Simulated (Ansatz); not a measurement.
# CH₈OSSi₂: up Jacob's ladder to CCSD(T)

How much do the methods differ for CH₈OSSi₂? The plan is to run it at one geometry with functionals of several rungs and with coupled cluster, and see how far each lands from CCSD(T) at the basis-set limit for the atomisation energy.

The runs use Ansatz 0.2.0, Gaussian basis; functionals in def2-TZVPP, the program's frozen cores in correlated methods.

The runs, in order: PBE-D4, r2SCAN-D4, PBE0-D4, B3LYP-D4, ωB97X-V, ωB97M-V, B2PLYP; CCSD(T)/def2-TZVPP; MP2/def2-QZVPP; extrapolation to the limit.

### 1 Structure used throughout

An earlier PBE0-D4 in a triple-zeta def2 set relaxation fixed the geometry.

SMILES `C[Si](O)([SiH3])S`, 13 atoms, charge 0, spin multiplicity 1.

Atoms are counted from 1 here; the program's logs count them from 0.

Bond lengths: C1–Si2 1.864 Å, C1–H6 1.093 Å, C1–H7 1.094 Å, C1–H8 1.092 Å, Si2–O3 1.651 Å, Si2–Si4 2.338 Å, Si2–S5 2.149 Å, O3–H9 0.960 Å, Si4–H10 1.489 Å, Si4–H11 1.488 Å, Si4–H12 1.488 Å, S5–H13 1.344 Å. Angles: Si2–C1–H6 110.1°, Si2–C1–H7 111.0°, Si2–C1–H8 110.9°, H6–C1–H7 108.2°, H6–C1–H8 108.4°, H7–C1–H8 108.2°, C1–Si2–O3 112.5°, C1–Si2–Si4 113.9°, C1–Si2–S5 104.1°, O3–Si2–Si4 105.2°, O3–Si2–S5 111.3°, Si4–Si2–S5 109.9°, Si2–O3–H9 116.9°, Si2–Si4–H10 111.9°, Si2–Si4–H11 109.3°, Si2–Si4–H12 109.7°, H10–Si4–H11 108.5°, H10–Si4–H12 108.8° and more.

### 2 PBE-D4 (GGA)

The input, in.yaml:

```yaml
crystal:
  periodic: [false, false, false]
  atoms:
    - {symbol: C, position_ang: [-1.116459, 0.527174, 1.397392]}
    - {symbol: Si, position_ang: [0.092310, 0.428853, -0.018191]}
    - {symbol: O, position_ang: [-0.274965, 1.479261, -1.237630]}
    - {symbol: Si, position_ang: [0.195994, -1.676275, -1.030990]}
    - {symbol: S, position_ang: [1.988076, 0.902689, 0.876794]}
    - {symbol: H, position_ang: [-2.133316, 0.354802, 1.036485]}
    - {symbol: H, position_ang: [-1.085168, 1.511915, 1.871936]}
    - {symbol: H, position_ang: [-0.888149, -0.224171, 2.156879]}
    - {symbol: H, position_ang: [-0.150505, 2.413898, -1.058358]}
    - {symbol: H, position_ang: [-1.051476, -1.995248, -1.777971]}
    - {symbol: H, position_ang: [0.399989, -2.714820, 0.015292]}
    - {symbol: H, position_ang: [1.345226, -1.721847, -1.975581]}
    - {symbol: H, position_ang: [2.698942, 0.679166, -0.241357]}
basis:
  gaussian: {orbitals: def2-TZVPP}
hamiltonian: {xc: pbe, dispersion: d4}
output: {forces: true, orbitals: {seedname: orbitals}}
```

On the command line:

```sh
$ ansatz run in.yaml --threads 4 --pin off --events-out ev --progress --plain --max-ram 10444MiB
```

After this run come: r2SCAN-D4 (meta-GGA); PBE0-D4 (hybrid); B3LYP-D4 (hybrid); ωB97X-V (range-separated); ωB97M-V (range-separated); B2PLYP (double hybrid); CCSD(T) in def2-TZVPP; MP2 in def2-QZVPP.

**Question.** What will the summary of the whole plan be? Wanted: atomisation energy, CCSD(T)/CBS; farthest; mean size of error, hybrid; mean size of error, range-separated; gap, smallest and largest; T1 diagnostic; triples share of the correlation energy.

As calculated:

```
                               quantity                                 value
        atomisation energy, CCSD(T)/CBS                         4465.7 kJ/mol
 functionals within 22.3 kJ/mol (0.5 %)   PBE-D4, r2SCAN-D4, ωB97X-V, ωB97M-V
                               farthest                 B2PLYP (-79.7 kJ/mol)
             mean size of error, hybrid                           30.8 kJ/mol
    mean size of error, range-separated                            9.2 kJ/mol
              gap, smallest and largest  5.40 eV (PBE-D4), 11.75 eV (ωB97X-V)
                          T1 diagnostic                                0.0119
triples share of the correlation energy                                 3.8 %
```

What this shows: PBE-D4 misses by +7.9 kJ/mol. Double hybrids carry the basis error of their MP2 part in triple zeta, and no dispersion term here, so their miss is partly the set-up's. The reference freezes the cores and leaves out relativity and excitations past (T), so misses under about 22.3 kJ/mol can't be ranked. Hartree-Fock recovers 74 % of the binding; the rest is correlation. Orbital gaps span 5.4 to 11.7 eV; exact exchange widens them.
